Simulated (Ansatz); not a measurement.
# GaN (F-43m): relaxation of cell and ions, by script

What cell does GaN (F-43m) relax to? Aim: a relaxation of cell and ions, for GaN (F-43m), run from a script.

Computed with Ansatz 0.2.0 through its Python package. Level of theory: DFT PBE, plane waves, PAW.

## Step 1: The structure

The structure is cubic, space group F-43m (No. 216). Conventional cell: a = 4.507 Å, b = 4.507 Å, c = 4.507 Å, α = 90.00°, β = 90.00°, γ = 90.00°. Around Ga (site symmetry -43m) lie 4 N at 1.95 Å. N (site symmetry -43m) is surrounded by 4 Ga at 1.95 Å.

No structure file is read: the coordinates are typed or built in the script.

## Step 2: The script

vcrelax_gan.py reads:

```python
"""Relax cell and ions of GaN."""

import ansatz
from ase import Atoms
from ase.data import atomic_numbers
from ase.io import write
import numpy as np
import spglib

CUTOFF_EV = 510
OCCUPATIONS = "fixed"
KMESH = (7, 7, 7)
XC = "pbe"
FMAX = 0.05

def edges_and_angles(cell):
    cell = np.asarray(cell)
    a, b, c = np.linalg.norm(cell, axis=1)
    cosines = cell[1] @ cell[2] / (b * c), cell[0] @ cell[2] / (a * c), cell[0] @ cell[1] / (a * b)
    return (a, b, c, *np.degrees(np.arccos(cosines)))


def main() -> None:
    lattice = ansatz.Lattice.of(
        (0.0, 2.253501, 2.253501),
        (2.253501, 0.0, 2.253501),
        (2.253501, 2.253501, 0.0),
    )
    sites = [
        ("Ga", (0.0, 0.0, 0.0)),
        ("N", (0.75, 0.75, 0.75)),
    ]
    gan = ansatz.Crystal(lattice=lattice)
    for symbol, position in sites:
        gan = gan.atom(symbol, position)

    # every cell quantity that the symmetry leaves free
    calculation = (
        gan.calculation()
        .basis(CUTOFF_EV)
        .occupations(OCCUPATIONS)
        .kpoints(*KMESH, center="gamma")
        .functional(XC)
        .relax(force_tolerance=FMAX, cell=True, stress_tolerance=0.1)
    )
    steps = []


    def collect(event):
        if event["event"] == "relax_step":
            steps.append(event["data"])


    res = calculation.session().plan().execute(on_event=collect)
    report = res.report
    print("step   energy (eV)     max comp. (eV/A)   P (GPa)  SCF")
    for s in steps:
        print(f"{s['step']:4d} {s['lagrangian_ev']:15.5f} {s['allowed_force_max_ev_ang']:12.4f} {s['pressure_gpa']:10.3f} {s['n_scf']:5d}")

    first, last = steps[0], steps[-1]
    symbols = [site.symbol for site in res.lattice.sites]
    print(f"energy gained {first['lagrangian_ev'] - last['lagrangian_ev']:.4f} eV in {len(steps) - 1} steps")
    for label, vectors in (("before", first["cell_ang"]), ("after", res.lattice.cell_ang)):
        print(label, "a b c (A) {:.4f} {:.4f} {:.4f}  angles {:.2f} {:.2f} {:.2f}".format(*edges_and_angles(vectors)), f" V = {abs(np.linalg.det(vectors)):.3f} A^3")
    print("final stress xx yy zz (GPa, compression positive):", np.round(np.diag(report["stress_gpa"]), 3) + 0.0)

    print("relaxed fractional positions")
    for site in res.lattice.sites:
        print(f"  {site.symbol:2s}", " ".join(f"{v % 1:8.5f}" for v in np.round(site.position_frac, 5)))

    fractions = [site.position_frac for site in res.lattice.sites]
    numbers = [atomic_numbers[s] for s in symbols]
    for tolerance in (1e-3, 1e-2, 1e-1):
        print(f"space group at {tolerance} A:", spglib.get_spacegroup((res.lattice.cell_ang, fractions, numbers), symprec=tolerance))

    change = np.array(last["positions_ang"]) @ np.linalg.inv(last["cell_ang"]) - np.array(first["positions_ang"]) @ np.linalg.inv(first["cell_ang"])
    moved = np.linalg.norm(change @ np.array(last["cell_ang"]), axis=1)
    print("displacement within the cell, strain taken out (A):", " ".join(f"{s}:{d:.3f}" for s, d in zip(symbols, moved)))

    relaxed = Atoms(symbols, positions=[site.position_ang for site in res.lattice.sites], cell=res.lattice.cell_ang, pbc=True)
    write("relaxed.extxyz", relaxed, format="extxyz")

    n_atoms = len(report["lattice"]["sites"])
    print("F =", round(report["free_energy_ev"], 4), "eV for", n_atoms, "atoms")
    print("E(sigma -> 0) =", round(report["energy_sigma0_ev"], 4), "eV, TS =", round(report["entropy_ts_ev"], 5), "eV")
    print("closed by", report["closed_by"], "after", report["n_iterations"], "iterations")


if __name__ == "__main__":
    main()
```

## Step 3: Running it

Started as:

```sh
$ python vcrelax_gan.py
```

Without the output at hand: what should come out? Wanted: free energy; moves of the relaxation; energy gained; last largest force component; relaxed conventional cell; space group at the end.

**Answer**, as computed:

| quantity | value |
| --- | --- |
| free energy | -4167.9134 eV (-2083.9567 eV/atom) |
| moves of the relaxation | 2 |
| energy gained (ahead of the last change of basis) | 4.8 meV/atom |
| last largest force component | 0.0000 eV/Å |
| relaxed conventional cell | a = 4.547 Å, b = 4.547 Å, c = 4.547 Å, α = 90.00°, β = 90.00°, γ = 90.00° |
| space group at the end | F-43m |

What this shows: Over 2 moves the cell grew by 2.7 % in volume, and the space group stayed F-43m. What to keep in mind:
- Forces vanish by symmetry, so the ions can't move, and the end may be a saddle.
- With fixed filling the reported Fermi level is the top filled level among the k-points of the SCF.
- Energies along a relaxation are free energies. Rows at an unchanged volume are solved on a plane-wave basis chosen afresh for that cell, so the energy jumps there and such rows are no steps of the walk.
- Edges and angles that the script prints are those of the cell as typed, here a primitive one.
- The structure comes from a database of computed cells and needn't be a stable or known phase.
